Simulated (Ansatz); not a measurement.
# C7H14: ionisation energy by level of theory

Aim: the vertical ionisation energy of C7H14, as cation minus neutral at the neutral's geometry, on several levels, and how well −ε(HOMO) stands in for it.

Computed with Ansatz 0.2.0, Gaussian basis. Level: unrestricted cation, the program's frozen cores in correlated methods.

Plan: UKS PBE-D4/def2-TZVPP; UKS r2SCAN-D4/def2-TZVPP; UKS PBE0-D4/def2-TZVPP; UKS B3LYP-D4/def2-TZVPP; UKS wB97X-V/def2-TZVPP; UKS wB97M-V/def2-TZVPP; UKS B2PLYP/def2-TZVPP; UHF-CCSD(T)/def2-TZVPP; UHF-MP2/def2-QZVPP; extrapolation to the limit; then −ε(HOMO) from the neutral's earlier runs with LDA (SPW92), PBE-D4, revPBE-D4, BLYP-D4, r2SCAN-D4, B97M-V, PBE0-D4, B3LYP-D4, r2SCANh-D4, r2SCAN0-D4, HSE06-D4, BHLYP-D4, CAM-B3LYP-D4, LC-ωPBE, ωB97X-V, ωB97M-V.

## 1. Structure used throughout

All runs share one geometry, relaxed beforehand with PBE0-D4 in a triple-zeta def2 set.

SMILES `CC1CCCCC1`, 21 atoms, charge 0, spin multiplicity 1.

Atoms are counted from 1 here; the program's logs count them from 0.

Bond lengths: C1–C2 1.524 Å, C1–H8 1.092 Å, C1–H9 1.093 Å, C1–H10 1.093 Å, C2–C3 1.530 Å, C2–C7 1.530 Å, C2–H11 1.097 Å, C3–C4 1.524 Å, C3–H12 1.095 Å, C3–H13 1.097 Å, C4–C5 1.523 Å, C4–H14 1.096 Å, C4–H15 1.094 Å, C5–C6 1.523 Å, C5–H16 1.094 Å, C5–H17 1.098 Å, C6–C7 1.524 Å, C6–H18 1.096 Å and more. Angles: C2–C1–H8 112.4°, C2–C1–H9 110.8°, C2–C1–H10 110.8°, H8–C1–H9 107.4°, H8–C1–H10 107.4°, H9–C1–H10 107.8°, C1–C2–C3 112.2°, C1–C2–C7 112.2°, C1–C2–H11 107.1°, C3–C2–C7 109.9°, C3–C2–H11 107.6°, C7–C2–H11 107.6°, C2–C3–C4 112.8°, C2–C3–H12 109.8°, C2–C3–H13 108.6°, C4–C3–H12 110.3°, C4–C3–H13 108.6°, H12–C3–H13 106.5° and more.

## 2. Cation, UKS PBE-D4/def2-TZVPP

Input file in.yaml:

```yaml
crystal:
  periodic: [false, false, false]
  atoms:
    - {symbol: C, position_ang: [1.400473, -0.218756, -1.480618]}
    - {symbol: C, position_ang: [1.202430, -0.159415, 0.028883]}
    - {symbol: C, position_ang: [0.311262, -1.293656, 0.539871]}
    - {symbol: C, position_ang: [-1.152561, -1.110975, 0.158425]}
    - {symbol: C, position_ang: [-1.679581, 0.237358, 0.630420]}
    - {symbol: C, position_ang: [-0.821056, 1.379417, 0.103959]}
    - {symbol: C, position_ang: [0.641740, 1.189203, 0.485647]}
    - {symbol: H, position_ang: [0.461922, -0.106196, -2.027841]}
    - {symbol: H, position_ang: [1.839521, -1.174816, -1.778030]}
    - {symbol: H, position_ang: [2.071880, 0.576062, -1.816396]}
    - {symbol: H, position_ang: [2.190463, -0.280882, 0.488741]}
    - {symbol: H, position_ang: [0.683831, -2.254551, 0.169825]}
    - {symbol: H, position_ang: [0.385235, -1.331484, 1.633724]}
    - {symbol: H, position_ang: [-1.267670, -1.184869, -0.929159]}
    - {symbol: H, position_ang: [-1.750721, -1.922461, 0.583652]}
    - {symbol: H, position_ang: [-2.721260, 0.369283, 0.322725]}
    - {symbol: H, position_ang: [-1.672809, 0.260466, 1.727957]}
    - {symbol: H, position_ang: [-0.918994, 1.434008, -0.986444]}
    - {symbol: H, position_ang: [-1.183812, 2.336572, 0.490463]}
    - {symbol: H, position_ang: [1.250500, 2.002473, 0.076914]}
    - {symbol: H, position_ang: [0.729206, 1.253229, 1.577283]}
basis:
  gaussian: {orbitals: def2-TZVPP}
total_charge: 1
magnetization: {spin_polarized: true, initial_magnetization: 1}
hamiltonian: {xc: pbe, dispersion: d4}
```

On the command line:

```console
> ansatz run in.yaml --threads 2 --pin off --events-out ev --progress --plain --max-ram 32768MiB --backend cuda --devices 0, --max-vram 18GiB
```

After this run come: Cation, UKS r2SCAN-D4/def2-TZVPP; Cation, UKS PBE0-D4/def2-TZVPP; Cation, UKS B3LYP-D4/def2-TZVPP; Cation, UKS wB97X-V/def2-TZVPP; Cation, UKS wB97M-V/def2-TZVPP; Cation, UKS B2PLYP (frozen core)/def2-TZVPP; Cation, UHF-CCSD(T)/def2-TZVPP; Cation, UHF-MP2/def2-QZVPP.

Before running them: what should the planned runs give, taken together? Wanted: ionisation energy, CCSD(T)/CBS; nearest functional by difference; nearest −ε(HOMO); −ε(HOMO) of PBE; T1 of the cation.

**Answer**, as computed:

```
                        quantity               value
  ionisation energy, CCSD(T)/CBS            10.62 eV
nearest functional by difference  ωB97X-V (-0.22 eV)
                nearest −ε(HOMO)  ωB97X-V (-0.04 eV)
                 −ε(HOMO) of PBE             6.88 eV
                T1 of the cation               0.047
```

In words: By cation minus neutral, the functionals miss by 1.00 eV at most. −ε(HOMO) of PBE misses by 3.7 eV, since self-interaction lifts the level. Among orbital estimates ωB97X-V comes nearest. Hartree-Fock falls 0.44 eV short, as the neutral has more correlation energy than the cation. The cation's T1 (from the report) is 0.047, above the customary mark of 0.045 for open shells, so the coupled-cluster value is less safe.
